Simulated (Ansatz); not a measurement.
# GaN₂ (sextet): from Hartree-Fock to the top rungs, cc-pVDZ

How much of the correlation energy of GaN₂ (sextet) does each wave-function method recover here?

Computed with Ansatz 0.2.0, Gaussian basis. Level: cc-pVDZ, core rule «outside noble gas», up to 16 orbitals frozen.

Plan: UHF; CCSD(T) on ROHF; CCSD(T) on UHF; BCCD(T) on ROHF; CISD; CCSDT(Q) on ROHF; CCSDT(Q) on UHF; CASSCF and MRCISD+Q, 9 electrons in 10 orbitals; CASSCF and NEVPT2, 9 electrons in 10 orbitals.

44 further runs of the same task are left out: 16 for a known fault of the program, 12 that didn't finish, 16 set aside as unsound or not needed.

### Step 1. What is computed

The geometry is a PBE0/def2-TZVP stationary point (not a proven minimum) of the parent state, kept for this charge and spin. No spin-orbit coupling is included. The filled d shell of Ga may be among the frozen orbitals whatever the setting's name suggests; the logs give the count.

3 atoms, charge 0, spin multiplicity 6.

Atoms are counted from 1 here; the program's logs count them from 0.

Bond lengths: N1–Ga2 1.807 Å, Ga2–N3 1.807 Å. Angles: N1–Ga2–N3 180.0°.

As a file:

```
N     0.0000    0.0000    1.8066
Ga    0.0000    0.0000    0.0000
N     0.0000    0.0000   -1.8066
```

### Step 2. UHF

File in.yaml:

```yaml
crystal:
  periodic: [false, false, false]
  atoms:
    - {symbol: N, position_ang: [0.000000, 0.000000, 1.806600]}
    - {symbol: Ga, position_ang: [0.000000, 0.000000, 0.000000]}
    - {symbol: N, position_ang: [0.000000, 0.000000, -1.806600]}
basis:
  gaussian: {orbitals: cc-pVDZ}
magnetization: {spin_polarized: true, initial_magnetization: 5}
hamiltonian: {xc: hf}
output: {orbitals: {seedname: orbitals}}
```

Run with:

```console
$ ansatz run in.yaml --threads 1 --pin off --events-out ev --progress --plain --max-ram 2393MiB
```

After this run come: CCSD(T) on ROHF; CCSD(T) on UHF; BCCD(T) on ROHF; CISD; CCSDT(Q) on ROHF; CCSDT(Q) on UHF; CASSCF and MRCISD+Q, 9 electrons in 10 orbitals; CASSCF and NEVPT2, 9 electrons in 10 orbitals.

Before running them: what should the planned runs give, taken together? Wanted: UCCSDT(Q) below the RHF energy; RMP2 from UCCSDT(Q); UMP2 from UCCSDT(Q); RCCSD from UCCSDT(Q); RCCSD(T) from UCCSDT(Q); UCCSD(T) from UCCSDT(Q); RCCSDT(Q) from UCCSDT(Q); NEVPT2 valence from UCCSDT(Q); MRCISD+Q valence from UCCSDT(Q).

As calculated:

| quantity | value |
| --- | --- |
| UCCSDT(Q) below the RHF energy | -8.1386 eV |
| RMP2 from UCCSDT(Q) | +126.3 kJ/mol |
| UMP2 from UCCSDT(Q) | +132.3 kJ/mol |
| RCCSD from UCCSDT(Q) | +26.1 kJ/mol |
| RCCSD(T) from UCCSDT(Q) | +6.0 kJ/mol |
| UCCSD(T) from UCCSDT(Q) | +5.9 kJ/mol |
| RCCSDT(Q) from UCCSDT(Q) | +0.5 kJ/mol |
| NEVPT2 valence from UCCSDT(Q) | +104.7 kJ/mol |
| MRCISD+Q valence from UCCSDT(Q) | +4.0 kJ/mol |
| levels within 1 kcal/mol (43 meV) | RCCSDT, UCCSDT, RCCSDT(Q), MRCISD+Q valence |
| T1 diagnostic | 0.026 |
| effectively unpaired electrons | 5.02 |

**Reading.** RCCSD(T) lands +6.0 kJ/mol from the yardstick (0.8 % of the correlation energy). One determinant dominates. Of the multireference levels listed MRCISD+Q valence comes nearest in total energy (+4.0 kJ/mol), which doesn't show that its space is the better one. These misses are within one basis, not against nature; the frozen cores of restricted and unrestricted runs differ, which can shift their rows.
